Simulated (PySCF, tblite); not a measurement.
**C3H11NO2Si+ (doublet): geometry, infrared bands and EPR parameters**

Aim: predict the infrared bands and EPR parameters of C3H11NO2Si+ (doublet) (`CCO[Si@H](O)[NH+]C`).

Computed with tblite 0.8.0 and PySCF 2.14.0, with density-fitted response routines of our own, on a single molecule in the gas phase. Atoms count from 0, in the outputs and in this text.

### Step 1. The starting structure

18 atoms, charge 1, multiplicity 2; geometry from: force field or distance geometry start.

Bonds of the start (Å): C0–C1 1.54, C1–O2 1.37, O2–Si3 1.72, Si3–O4 1.70, Si3–N5 1.81, N5–C6 1.45, C0–H7 1.11, C0–H8 1.12, C0–H9 1.08, C1–H10 1.10, C1–H11 1.10, Si3–H12 1.46, O4–H13 1.00, N5–H14 1.06, C6–H15 1.10, C6–H16 1.11, C6–H17 1.11.

### Step 2. Geometry optimisation with GFN2-xTB

The job: settings as JSON, then the geometry in Å.

```
{"job": {"kind": "relax", "xc": "GFN2-xTB", "basis": "xTB"}, "charge": 1, "multiplicity": 2}
C      2.755100    -0.505300    -0.190600
C      1.607500     0.486300     0.083300
O      0.485100    -0.087500    -0.448500
Si    -0.944200     0.858200    -0.264500
O     -0.692500     2.190300     0.762700
N     -2.238800    -0.255700     0.323500
C     -2.281000    -1.374500    -0.597500
H      2.770300    -1.283400     0.599900
H      2.519200    -0.988600    -1.169000
H      3.694000     0.026900    -0.290200
H      1.563100     0.685900     1.164700
H      1.820300     1.423500    -0.453800
H     -1.383600     1.326300    -1.575400
H     -0.890000     3.011700     0.232300
H     -2.032600    -0.582600     1.306400
H     -2.921400    -2.200000    -0.243900
H     -1.225600    -1.706300    -0.714900
H     -2.613900    -1.019000    -1.595400
```

On the command line:

```bash
> OMP_NUM_THREADS=1 python probes_run.py task.json out
```

This one command runs all jobs of the session in turn.

**Question.** This job is followed by: GFN2-xTB harmonic vibrations, gas phase; UKS B3LYP, pcH-1 on C H N O Si, non-relativistic, mean-field spin-orbit, GIAO. Predict these results of the whole session: strongest single infrared mode (GFN2-xTB); zero-point energy (GFN2-xTB); g(iso) (B3LYP); ⟨S²⟩; largest a(iso) (averaged by class).

**Answer**, as computed:

```
                                 quantity                           value
strongest single infrared mode (GFN2-xTB)           1354 cm⁻¹, 188 km/mol
             zero-point energy (GFN2-xTB)                   88.7 kcal/mol
                           g(iso) (B3LYP)                         2.00446
                                     ⟨S²⟩              0.755 (exact 0.75)
       largest a(iso) (averaged by class)  1H on H15, H16, H17, 121.6 MHz
```

In words: Over 127 steps the energy fell by 1.286 eV; of the close pairs, O2–Si3 changed most, 1.724 to 1.617 Å. No mode is imaginary among the 48: a minimum at this level. The strongest single mode, at 1354 cm⁻¹, moves mainly H16 and H15. Unscaled tight-binding wavenumbers are off by several per cent, some by more. Its intensities can rank the bands wrongly. Most of the unpaired spin sits on N5 (0.71 e). The isotropic g lies 2.1 ppt above the free-electron value. These values are for one conformer; the search (at its own cheap level) found 2 more, at 0.25, 0.97 kcal/mol, and measured spectra average over such forms.
